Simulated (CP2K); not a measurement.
Runs of CP2K 2026.2 on HPbNO4. The typed cell holds 14 atoms: a = 4.120 Å, b = 6.427 Å, c = 8.387 Å, α = 67.04°, β = 89.96°, γ = 89.98°. The cell was built by a generator and needn't be a form met in nature.

```csv
task,level,potentials or basis,cell,k mesh,EPS_DEFAULT,NGRIDS,EXTRAPOLATION,optimiser,most steps,gap on the mesh (eV),pressure (GPa),relaxed volume (Å³/atom),largest force (eV/Å)
relaxation of the atoms,PBE,"GTH_POTENTIALS H GTH-PBE-q1, Pb GTH-PBE-q4, N GTH-PBE-q5, O GTH-PBE-q6; DZVP-MOLOPT-SR-GTH basis",atoms relaxed,5 × 4 × 3,1.0E-10,4,USE_PREV_P,BFGS,40,3.26,-0.1,-,-
relaxation of cell and atoms,PBE+D3(BJ),"GTH_POTENTIALS H GTH-PBE-q1, Pb GTH-PBE-q4, N GTH-PBE-q5, O GTH-PBE-q6; DZVP-MOLOPT-SR-GTH basis",relaxed,5 × 4 × 3,1.0E-9,5,USE_PREV_P,BFGS,40,(d),0.0,(a),-
relaxation of cell and atoms,PBEsol,"GTH_POTENTIALS H GTH-PBE-q1, Pb GTH-PBE-q4, N GTH-PBE-q5, O GTH-PBE-q6; DZVP-MOLOPT-SR-GTH basis",relaxed,5 × 4 × 3,1.0E-9,5,USE_PREV_P,BFGS,40,3.10,0.0,(c),0.05
single point,PBE,"POTENTIAL_UZH H GTH-PBE-q1, Pb GTH-PBE-q4, N GTH-PBE-q5, O GTH-PBE-q6; DZVP-MOLOPT-PBE-GTH basis",as given,7 × 5 × 4,1.0E-10,4,-,-,-,3.24,2.2,-,-
band structure,PBE,"GTH_POTENTIALS H GTH-PBE-q1, Pb GTH-PBE-q4, N GTH-PBE-q5, O GTH-PBE-q6; DZVP-MOLOPT-SR-GTH basis",as given,5 × 4 × 3,1.0E-10,4,-,-,-,3.33,1.0,-,-
relaxation of cell and atoms,LDA,"GTH_POTENTIALS H GTH-PADE-q1, Pb GTH-PADE-q4, N GTH-PADE-q5, O GTH-PADE-q6; DZVP-MOLOPT-SR-GTH basis",relaxed,5 × 4 × 3,1.0E-9,5,USE_PREV_P,BFGS,40,2.87,0.0,12.21,-
single point,r2SCAN,"GTH_POTENTIALS H GTH-PBE-q1, Pb GTH-PBE-q4, N GTH-PBE-q5, O GTH-PBE-q6; DZVP-MOLOPT-SR-GTH basis",as given,5 × 4 × 3,1.0E-9,5,-,-,-,3.71,(b),-,0.21
single point,PBE,"GTH_POTENTIALS H GTH-PBE-q1, Pb GTH-PBE-q4, N GTH-PBE-q5, O GTH-PBE-q6; DZVP-MOLOPT-SR-GTH basis",as given,5 × 4 × 3,1.0E-9,5,-,-,-,3.33,1.0,-,-
```

Alike in all rows: no spin polarisation; smearing fermi-dirac 0.05 eV.

Question: Fill in the values left out.

Answer: (a) 14.14; (b) -1.1; (c) 13.92; (d) 3.14.

Caveats: spin-orbit coupling is left out, which as a rule narrows the gap of such compounds by several tenths of an eV; the basis of atomic orbitals isn't converged, which shifts pressures, moduli and gaps; an odd mesh through Γ misses points on the zone boundary, where band edges often lie (some runs); the forces don't sum to zero, a sign of grid noise (some runs); the potentials were made for another functional, which shifts forces and pressure (some runs); the volume moved by over 15 % at a fixed basis, so the end points are rough (some runs).

A k mesh can miss the band edges, and the runs leave out spin-orbit coupling on Pb.

Not every run made on this cell is shown here.
